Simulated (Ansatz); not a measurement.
NbSi, 2 atoms in the cell. It takes space group Pm-3m (No. 221, cubic). The conventional cell has a = 3.156 Å, b = 3.156 Å, c = 3.156 Å, α = 90.00°, β = 90.00°, γ = 90.00°. Around Nb (site symmetry m-3m) lie 8 Si at 2.73 Å. Around Si (site symmetry m-3m) lie 8 Nb at 2.73 Å. The cell was built by a generator and needn't be a form met in nature.

| Item | Value |
| --- | --- |
| Program | Ansatz 0.2.0 |
| Task | electric field gradients |
| Functional | PBE |
| Potentials or basis | all-electron PAW datasets made for the crystal |
| Cutoff | 240 eV (chosen from the basis error) |
| k mesh | 8 × 8 × 8 |
| Occupations | fermi-dirac, width 0.05 eV |
| Spin | no spin polarisation |

Potentials or basis: all-electron PAW datasets made for the crystal.

Run with:

```bash
$ ansatz run input.yaml --threads 1 --pin off --max-ram 3072MiB --backend cpu --events-out ev --progress --plain --runs-dir out
```

Hardware: 1 thread of Arm Neoverse V1 (shared host).

**Question.** How long does it take, and how much memory?

**Answer.** It took 4.2 s on 1 thread of Arm Neoverse V1, on a shared host, peak memory 0.36 GiB. Counts: scf iterations 9, plane waves 251, k points 35, bands 15.
